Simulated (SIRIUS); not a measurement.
# Ga3Se (Pm-3m) in SIRIUS: equation of state, part 2 of 3

SIRIUS 7.12.0.

### 3 Equation of state, PBEsol, 20.90 Å³/atom (volume scaled by 0.96)

File sirius.json:

```json
{
  "control": {
    "processing_unit": "cpu",
    "std_evp_solver_name": "lapack",
    "gen_evp_solver_name": "lapack",
    "verbosity": 2,
    "print_forces": false,
    "ortho_rf": true,
    "use_second_variation": true,
    "rmt_max": 3.0,
    "num_bands_to_print": 24,
    "save_wf": true
  },
  "parameters": {
    "electronic_structure_method": "full_potential_lapwlo",
    "xc_functionals": ["XC_GGA_X_PBE_SOL", "XC_GGA_C_PBE_SOL"],
    "core_relativity": "dirac",
    "valence_relativity": "iora",
    "num_fv_states": 52,
    "smearing": "fermi_dirac",
    "smearing_width": 0.0018374661,
    "pw_cutoff": 20,
    "gk_cutoff": 3.5,
    "lmax_apw": 10,
    "lmax_rho": 8,
    "lmax_pot": 8,
    "num_mag_dims": 0,
    "auto_rmt": 0,
    "ngridk": [6, 6, 6],
    "shiftk": [0, 0, 0],
    "num_dft_iter": 80,
    "energy_tol": 1e-07,
    "density_tol": 1e-05,
    "use_symmetry": true
  },
  "settings": {"tol_ne": 1e-10},
  "iterative_solver": {"type": "exact"},
  "mixer": {"type": "anderson", "beta": 0.5, "max_history": 8},
  "unit_cell": {
    "lattice_vectors": [[8.2629398823, 0.0, 0.0], [0.0, 8.2629398823, 0.0], [0.0, 0.0, 8.2629398823]],
    "atom_types": ["Ga", "Se"],
    "atom_files": {"Ga": "Ga.json", "Se": "Se.json"},
    "atoms": {"Ga": [[0.5, 0.5, 0.0], [0.5, 0.0, 0.5], [0.0, 0.5, 0.5]], "Se": [[0.0, 0.0, 0.0]]}
  }
}
```

File Ga.json:

```json
{
  "name": "gallium",
  "symbol": "Ga",
  "number": 31,
  "mass": 69.723,
  "rmin": 1e-06,
  "rmt": 2.4,
  "nrmt": 800,
  "rinf": 19.67,
  "core": "1s2s2p",
  "valence": [
    {"basis": [{"enu": -0.02, "dme": 0, "n": 0, "auto": 0}, {"enu": -0.02, "dme": 1, "n": 0, "auto": 0}]},
    {"l": 0, "n": 1, "basis": [{"enu": 0.0121, "dme": 0, "n": 0, "auto": 0}]},
    {"l": 1, "n": 2, "basis": [{"enu": 0.08, "dme": 0, "n": 0, "auto": 0}]},
    {"l": 2, "n": 3, "basis": [{"enu": 0.08, "dme": 0, "n": 0, "auto": 0}]},
    {"l": 3, "n": 4, "basis": [{"enu": 0.08, "dme": 0, "n": 0, "auto": 0}]}
  ],
  "lo": [
    {
      "l": 0,
      "basis": [{"enu": 0.0121, "dme": 0, "n": 0, "auto": 0}, {"enu": 0.0121, "dme": 1, "n": 0, "auto": 0}]
    },
    {
      "l": 0,
      "basis": [{"enu": -5.2243, "dme": 0, "n": 3, "auto": 1}, {"enu": -5.2243, "dme": 1, "n": 3, "auto": 1}]
    },
    {
      "l": 0,
      "basis": [{"enu": -5.2243, "dme": 1, "n": 3, "auto": 1}, {"enu": 0.0121, "dme": 0, "n": 0, "auto": 0}]
    },
    {
      "l": 0,
      "basis": [{"enu": 0.0121, "dme": 0, "n": 0, "auto": 0}, {"enu": 2.7898, "dme": 0, "n": 0, "auto": 0}]
    },
    {"l": 1, "basis": [{"enu": 0.08, "dme": 0, "n": 0, "auto": 0}, {"enu": 0.08, "dme": 1, "n": 0, "auto": 0}]},
    {
      "l": 1,
      "basis": [{"enu": -3.4408, "dme": 0, "n": 3, "auto": 1}, {"enu": -3.4408, "dme": 1, "n": 3, "auto": 1}]
    },
    {
      "l": 1,
      "basis": [{"enu": -3.4408, "dme": 1, "n": 3, "auto": 1}, {"enu": 0.08, "dme": 0, "n": 0, "auto": 0}]
    },
    {"l": 1, "basis": [{"enu": 0.08, "dme": 0, "n": 0, "auto": 0}, {"enu": 3.2744, "dme": 0, "n": 0, "auto": 0}]},
    {"l": 2, "basis": [{"enu": 0.08, "dme": 0, "n": 0, "auto": 0}, {"enu": 0.08, "dme": 1, "n": 0, "auto": 0}]},
    {
      "l": 2,
      "basis": [{"enu": -0.5341, "dme": 0, "n": 3, "auto": 1}, {"enu": -0.5341, "dme": 1, "n": 3, "auto": 1}]
    },
    {
      "l": 2,
      "basis": [{"enu": -0.5341, "dme": 1, "n": 3, "auto": 1}, {"enu": 0.08, "dme": 0, "n": 0, "auto": 0}]
    },
    {"l": 2, "basis": [{"enu": 0.08, "dme": 0, "n": 0, "auto": 0}, {"enu": 3.6911, "dme": 0, "n": 0, "auto": 0}]},
    {"l": 3, "basis": [{"enu": 0.08, "dme": 0, "n": 0, "auto": 0}, {"enu": 0.08, "dme": 1, "n": 0, "auto": 0}]},
    {"l": 3, "basis": [{"enu": 0.08, "dme": 0, "n": 0, "auto": 0}, {"enu": 3.1008, "dme": 0, "n": 0, "auto": 0}]}
  ],
  "free_atom": [... radial grid and density of the free atom, the start of the SCF ...]
}
```

File Se.json:

```json
{
  "name": "selenium",
  "symbol": "Se",
  "number": 34,
  "mass": 78.96,
  "rmin": 1e-06,
  "rmt": 2.4,
  "nrmt": 800,
  "rinf": 13.6,
  "core": "1s2s2p3s",
  "valence": [
    {"basis": [{"enu": -0.02, "dme": 0, "n": 0, "auto": 0}, {"enu": -0.02, "dme": 1, "n": 0, "auto": 0}]},
    {"l": 0, "n": 1, "basis": [{"enu": -0.0683, "dme": 0, "n": 0, "auto": 0}]},
    {"l": 1, "n": 2, "basis": [{"enu": 0.08, "dme": 0, "n": 0, "auto": 0}]},
    {"l": 2, "n": 3, "basis": [{"enu": 0.08, "dme": 0, "n": 0, "auto": 0}]},
    {"l": 3, "n": 4, "basis": [{"enu": 0.08, "dme": 0, "n": 0, "auto": 0}]}
  ],
  "lo": [
    {
      "l": 0,
      "basis": [{"enu": -0.0683, "dme": 0, "n": 0, "auto": 0}, {"enu": -0.0683, "dme": 1, "n": 0, "auto": 0}]
    },
    {
      "l": 0,
      "basis": [{"enu": -0.0683, "dme": 1, "n": 0, "auto": 0}, {"enu": -0.0683, "dme": 2, "n": 0, "auto": 0}]
    },
    {
      "l": 0,
      "basis": [{"enu": -0.0683, "dme": 0, "n": 0, "auto": 0}, {"enu": 2.015, "dme": 0, "n": 0, "auto": 0}]
    },
    {"l": 1, "basis": [{"enu": 0.08, "dme": 0, "n": 0, "auto": 0}, {"enu": 0.08, "dme": 1, "n": 0, "auto": 0}]},
    {
      "l": 1,
      "basis": [{"enu": -5.2806, "dme": 0, "n": 3, "auto": 1}, {"enu": -5.2806, "dme": 1, "n": 3, "auto": 1}]
    },
    {
      "l": 1,
      "basis": [{"enu": -5.2806, "dme": 1, "n": 3, "auto": 1}, {"enu": 0.08, "dme": 0, "n": 0, "auto": 0}]
    },
    {"l": 1, "basis": [{"enu": 0.08, "dme": 0, "n": 0, "auto": 0}, {"enu": 3.2744, "dme": 0, "n": 0, "auto": 0}]},
    {"l": 2, "basis": [{"enu": 0.08, "dme": 0, "n": 0, "auto": 0}, {"enu": 0.08, "dme": 1, "n": 0, "auto": 0}]},
    {
      "l": 2,
      "basis": [{"enu": -1.6395, "dme": 0, "n": 3, "auto": 1}, {"enu": -1.6395, "dme": 1, "n": 3, "auto": 1}]
    },
    {
      "l": 2,
      "basis": [{"enu": -1.6395, "dme": 1, "n": 3, "auto": 1}, {"enu": 0.08, "dme": 0, "n": 0, "auto": 0}]
    },
    {"l": 2, "basis": [{"enu": 0.08, "dme": 0, "n": 0, "auto": 0}, {"enu": 3.6911, "dme": 0, "n": 0, "auto": 0}]},
    {"l": 3, "basis": [{"enu": 0.08, "dme": 0, "n": 0, "auto": 0}, {"enu": 0.08, "dme": 1, "n": 0, "auto": 0}]},
    {"l": 3, "basis": [{"enu": 0.08, "dme": 0, "n": 0, "auto": 0}, {"enu": 3.1008, "dme": 0, "n": 0, "auto": 0}]}
  ],
  "free_atom": [... radial grid and density of the free atom, the start of the SCF ...]
}
```

File sirius_start.json:

```json
{
  "control": {
    "processing_unit": "cpu",
    "std_evp_solver_name": "lapack",
    "gen_evp_solver_name": "lapack",
    "verbosity": 1,
    "print_forces": false,
    "ortho_rf": true,
    "use_second_variation": true,
    "rmt_max": 3.0,
    "num_bands_to_print": 24,
    "save_wf": false
  },
  "parameters": {
    "electronic_structure_method": "full_potential_lapwlo",
    "xc_functionals": ["XC_LDA_X", "XC_LDA_C_PW"],
    "core_relativity": "dirac",
    "valence_relativity": "iora",
    "num_fv_states": 52,
    "smearing": "fermi_dirac",
    "smearing_width": 0.0055123983,
    "pw_cutoff": 20,
    "gk_cutoff": 2.8,
    "lmax_apw": 10,
    "lmax_rho": 8,
    "lmax_pot": 8,
    "num_mag_dims": 0,
    "auto_rmt": 0,
    "ngridk": [2, 2, 2],
    "shiftk": [0, 0, 0],
    "num_dft_iter": 30,
    "energy_tol": 0.01,
    "density_tol": 0.05,
    "use_symmetry": true
  },
  "settings": {"tol_ne": 1e-10},
  "iterative_solver": {"type": "exact"},
  "mixer": {"type": "anderson", "beta": 0.5, "max_history": 8},
  "unit_cell": {
    "lattice_vectors": [[8.2629398823, 0.0, 0.0], [0.0, 8.2629398823, 0.0], [0.0, 0.0, 8.2629398823]],
    "atom_types": ["Ga", "Se"],
    "atom_files": {"Ga": "Ga.json", "Se": "Se.json"},
    "atoms": {"Ga": [[0.5, 0.5, 0.0], [0.5, 0.0, 0.5], [0.0, 0.5, 0.5]], "Se": [[0.0, 0.0, 0.0]]}
  }
}
```

Potentials or basis: all-electron FP-LAPW, apw+lo standard.

The run is started by

```sh
$ OMP_NUM_THREADS=1 sirius.scf --input=sirius_start.json --output=start.json
$ OMP_NUM_THREADS=1 sirius.scf --input=sirius.json --output=output.json --task=1
```

It took 3.6 min on 1 thread of Intel Xeon at 2.50GHz (Skylake/Cascade Lake), shared host; peak memory 0.68 GiB.

It converged, with:

```yaml
Free_energy: -224671.5298 eV
Band_gap_on_the_k_mesh: none (metal or under the smearing width)
All_electrons_inside_the_program's_atomic_spheres: Se 32.36; Ga 29.48 (radii Ga 2.4, Se 2.4 bohr)
```

### 4 Equation of state, PBEsol, 21.34 Å³/atom (volume scaled by 0.98)

sirius.json, as its differences from that of step 3:

```diff
@@ -39,3 +39,3 @@
   "unit_cell": {
-    "lattice_vectors": [[8.2629398823, 0.0, 0.0], [0.0, 8.2629398823, 0.0], [0.0, 0.0, 8.2629398823]],
+    "lattice_vectors": [[8.3199274755, 0.0, 0.0], [0.0, 8.3199274755, 0.0], [0.0, 0.0, 8.3199274755]],
     "atom_types": ["Ga", "Se"],
```

File Ga.json:

```json
{
  "name": "gallium",
  "symbol": "Ga",
  "number": 31,
  "mass": 69.723,
  "rmin": 1e-06,
  "rmt": 2.4,
  "nrmt": 800,
  "rinf": 19.67,
  "core": "1s2s2p",
  "valence": [
    {"basis": [{"enu": -0.03, "dme": 0, "n": 0, "auto": 0}, {"enu": -0.03, "dme": 1, "n": 0, "auto": 0}]},
    {"l": 0, "n": 1, "basis": [{"enu": 0.0021, "dme": 0, "n": 0, "auto": 0}]},
    {"l": 1, "n": 2, "basis": [{"enu": 0.07, "dme": 0, "n": 0, "auto": 0}]},
    {"l": 2, "n": 3, "basis": [{"enu": 0.07, "dme": 0, "n": 0, "auto": 0}]},
    {"l": 3, "n": 4, "basis": [{"enu": 0.07, "dme": 0, "n": 0, "auto": 0}]}
  ],
  "lo": [
    {
      "l": 0,
      "basis": [{"enu": 0.0021, "dme": 0, "n": 0, "auto": 0}, {"enu": 0.0021, "dme": 1, "n": 0, "auto": 0}]
    },
    {
      "l": 0,
      "basis": [{"enu": -5.2343, "dme": 0, "n": 3, "auto": 1}, {"enu": -5.2343, "dme": 1, "n": 3, "auto": 1}]
    },
    {
      "l": 0,
      "basis": [{"enu": -5.2343, "dme": 1, "n": 3, "auto": 1}, {"enu": 0.0021, "dme": 0, "n": 0, "auto": 0}]
    },
    {
      "l": 0,
      "basis": [{"enu": 0.0021, "dme": 0, "n": 0, "auto": 0}, {"enu": 2.7798, "dme": 0, "n": 0, "auto": 0}]
    },
    {"l": 1, "basis": [{"enu": 0.07, "dme": 0, "n": 0, "auto": 0}, {"enu": 0.07, "dme": 1, "n": 0, "auto": 0}]},
    {
      "l": 1,
      "basis": [{"enu": -3.4508, "dme": 0, "n": 3, "auto": 1}, {"enu": -3.4508, "dme": 1, "n": 3, "auto": 1}]
    },
    {
      "l": 1,
      "basis": [{"enu": -3.4508, "dme": 1, "n": 3, "auto": 1}, {"enu": 0.07, "dme": 0, "n": 0, "auto": 0}]
    },
    {"l": 1, "basis": [{"enu": 0.07, "dme": 0, "n": 0, "auto": 0}, {"enu": 3.2644, "dme": 0, "n": 0, "auto": 0}]},
    {"l": 2, "basis": [{"enu": 0.07, "dme": 0, "n": 0, "auto": 0}, {"enu": 0.07, "dme": 1, "n": 0, "auto": 0}]},
    {
      "l": 2,
      "basis": [{"enu": -0.5441, "dme": 0, "n": 3, "auto": 1}, {"enu": -0.5441, "dme": 1, "n": 3, "auto": 1}]
    },
    {
      "l": 2,
      "basis": [{"enu": -0.5441, "dme": 1, "n": 3, "auto": 1}, {"enu": 0.07, "dme": 0, "n": 0, "auto": 0}]
    },
    {"l": 2, "basis": [{"enu": 0.07, "dme": 0, "n": 0, "auto": 0}, {"enu": 3.6811, "dme": 0, "n": 0, "auto": 0}]},
    {"l": 3, "basis": [{"enu": 0.07, "dme": 0, "n": 0, "auto": 0}, {"enu": 0.07, "dme": 1, "n": 0, "auto": 0}]},
    {"l": 3, "basis": [{"enu": 0.07, "dme": 0, "n": 0, "auto": 0}, {"enu": 3.0908, "dme": 0, "n": 0, "auto": 0}]}
  ],
  "free_atom": [... radial grid and density of the free atom, the start of the SCF ...]
}
```

File Se.json:

```json
{
  "name": "selenium",
  "symbol": "Se",
  "number": 34,
  "mass": 78.96,
  "rmin": 1e-06,
  "rmt": 2.4,
  "nrmt": 800,
  "rinf": 13.6,
  "core": "1s2s2p3s",
  "valence": [
    {"basis": [{"enu": -0.03, "dme": 0, "n": 0, "auto": 0}, {"enu": -0.03, "dme": 1, "n": 0, "auto": 0}]},
    {"l": 0, "n": 1, "basis": [{"enu": -0.0783, "dme": 0, "n": 0, "auto": 0}]},
    {"l": 1, "n": 2, "basis": [{"enu": 0.07, "dme": 0, "n": 0, "auto": 0}]},
    {"l": 2, "n": 3, "basis": [{"enu": 0.07, "dme": 0, "n": 0, "auto": 0}]},
    {"l": 3, "n": 4, "basis": [{"enu": 0.07, "dme": 0, "n": 0, "auto": 0}]}
  ],
  "lo": [
    {
      "l": 0,
      "basis": [{"enu": -0.0783, "dme": 0, "n": 0, "auto": 0}, {"enu": -0.0783, "dme": 1, "n": 0, "auto": 0}]
    },
    {
      "l": 0,
      "basis": [{"enu": -0.0783, "dme": 1, "n": 0, "auto": 0}, {"enu": -0.0783, "dme": 2, "n": 0, "auto": 0}]
    },
    {
      "l": 0,
      "basis": [{"enu": -0.0783, "dme": 0, "n": 0, "auto": 0}, {"enu": 2.005, "dme": 0, "n": 0, "auto": 0}]
    },
    {"l": 1, "basis": [{"enu": 0.07, "dme": 0, "n": 0, "auto": 0}, {"enu": 0.07, "dme": 1, "n": 0, "auto": 0}]},
    {
      "l": 1,
      "basis": [{"enu": -5.2906, "dme": 0, "n": 3, "auto": 1}, {"enu": -5.2906, "dme": 1, "n": 3, "auto": 1}]
    },
    {
      "l": 1,
      "basis": [{"enu": -5.2906, "dme": 1, "n": 3, "auto": 1}, {"enu": 0.07, "dme": 0, "n": 0, "auto": 0}]
    },
    {"l": 1, "basis": [{"enu": 0.07, "dme": 0, "n": 0, "auto": 0}, {"enu": 3.2644, "dme": 0, "n": 0, "auto": 0}]},
    {"l": 2, "basis": [{"enu": 0.07, "dme": 0, "n": 0, "auto": 0}, {"enu": 0.07, "dme": 1, "n": 0, "auto": 0}]},
    {
      "l": 2,
      "basis": [{"enu": -1.6495, "dme": 0, "n": 3, "auto": 1}, {"enu": -1.6495, "dme": 1, "n": 3, "auto": 1}]
    },
    {
      "l": 2,
      "basis": [{"enu": -1.6495, "dme": 1, "n": 3, "auto": 1}, {"enu": 0.07, "dme": 0, "n": 0, "auto": 0}]
    },
    {"l": 2, "basis": [{"enu": 0.07, "dme": 0, "n": 0, "auto": 0}, {"enu": 3.6811, "dme": 0, "n": 0, "auto": 0}]},
    {"l": 3, "basis": [{"enu": 0.07, "dme": 0, "n": 0, "auto": 0}, {"enu": 0.07, "dme": 1, "n": 0, "auto": 0}]},
    {"l": 3, "basis": [{"enu": 0.07, "dme": 0, "n": 0, "auto": 0}, {"enu": 3.0908, "dme": 0, "n": 0, "auto": 0}]}
  ],
  "free_atom": [... radial grid and density of the free atom, the start of the SCF ...]
}
```

sirius_start.json, as its differences from that of step 3:

```diff
@@ -39,3 +39,3 @@
   "unit_cell": {
-    "lattice_vectors": [[8.2629398823, 0.0, 0.0], [0.0, 8.2629398823, 0.0], [0.0, 0.0, 8.2629398823]],
+    "lattice_vectors": [[8.3199274755, 0.0, 0.0], [0.0, 8.3199274755, 0.0], [0.0, 0.0, 8.3199274755]],
     "atom_types": ["Ga", "Se"],
```

The run is started by

```sh
$ OMP_NUM_THREADS=1 sirius.scf --input=sirius_start.json --output=start.json
$ OMP_NUM_THREADS=1 sirius.scf --input=sirius.json --output=output.json --task=1
```

Wall time 3.8 min (1 thread of Intel Xeon at 2.50GHz (Skylake/Cascade Lake), shared host); peak memory 0.68 GiB.

Results (log left out):

```
Free energy                                       : -224671.5011 eV
Band gap on the k mesh                            : none (metal or under the smearing width)
All electrons inside the program's atomic spheres : Se 32.36; Ga 29.47 (radii Ga 2.4, Se 2.4 bohr)
```

[end of part 2 of 3]
